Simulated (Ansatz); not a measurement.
# Zr (Zirconium): the cost of one run

Computed with Ansatz 0.2.0 (DFT r2SCAN, scalar-relativistic, plane waves, PAW, unless a step's input says otherwise).

1 further run of the same task is left out (set aside as unsound or not needed).

### Step 1. The starting structure

It takes space group P6_3/mmc (No. 194, hexagonal). Conventional cell: a = 3.246 Å, b = 3.246 Å, c = 5.150 Å, α = 90.00°, β = 90.00°, γ = 120.00°. Zr (site symmetry -6m2) has 12 Zr at 3.18 to 3.25 Å as nearest neighbours.

Coordinates:

```
Zr
1.0
     3.24637    0.00000    0.00000
    -1.62318    2.81144    0.00000
     0.00000    0.00000    5.14999
Zr
2
Cartesian
  0.0000 1.8743 1.2875
  1.6232 0.9371 3.8625
```

This cell was relaxed beforehand with the same method: volume 23.50 Å³/atom, gap on the mesh none (metal).

### Step 2. The bulk in the cell of the plane

File input.yaml:

```yaml
crystal:
  lattice:
    - [3.2463687174, 0.0, 0.0]
    - [0.0, 5.1499875962, 0.0]
    - [1.6231843587, 0.0, 2.8114377793]
  atoms:
    - { symbol: Zr, position: [0.3333333333, 0.75, 0.3333333333] }
    - { symbol: Zr, position: [0.6666666667, 0.25, 0.6666666667] }
basis:
  ecutwfc: 500
kpoints:
  mp_grid: { grid: [11, 7, 12] }
hamiltonian:
  xc: r2scan
scf:
  occupations: { method: gaussian, width: 0.1 }
output:
  forces: true
  stress: true
  eigenvalues: true
```

Run with:

```
$ ansatz run input.yaml --threads 2 --pin off --max-ram 5120MiB --backend cpu --events-out ev --progress --plain --runs-dir out
```

Q: Estimate wall time and peak memory on 2 threads of Intel Xeon Platinum 8259CL at 2.50GHz (Skylake/Cascade Lake), shared host.

About 11 s, with a peak of 0.62 GiB.
